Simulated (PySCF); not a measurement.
# Cl4H6P2Zr (trans-Zr(PH3)2Cl4): the cost of one run

Programs: PySCF 2.14.0, with routines of our own; each step states its level. All values are computed. Atoms count from 0.

## Step 1: The system as given

13 atoms, charge 0, multiplicity 1; geometry from: GFN2-xTB.

## Step 2: Relaxing the molecule at PBE0-D3(BJ)/def2-SVP

Job settings and geometry (Å):

```
{"job": {"xc": "PBE0", "basis": "def2-SVP", "d3": "d3bj", "grid": 1, "maxiter": 30, "shake": 0.03, "kind": "geom"}, "charge": 0, "multiplicity": 1}
Zr     0.096450    -0.088830     0.012070
P     -0.120520    -0.030520     2.708170
H      0.536900     0.941140     3.400620
H      0.698730    -1.069510     3.264680
H     -1.164420    -0.108530     3.599670
P      0.003140    -0.056610    -2.728070
H      0.946240     0.674450    -3.459520
H     -1.046450     0.640760    -3.206590
H     -0.095710    -1.073540    -3.613380
Cl     2.188650     0.105510     0.933980
Cl    -2.297270     0.119320     0.241550
Cl     0.241210     2.173710    -0.820840
Cl     0.043670    -2.279450    -0.310140
```

Run with:

```
$ OMP_NUM_THREADS=1 python heavy_run.py task.json out
```

This one command runs all jobs of the session in turn.

Q: Estimate the wall time and peak memory of this first job on 1 thread of AMD EPYC 7R43, shared host.

About 7.1 min, with a peak of 0.8 GiB.
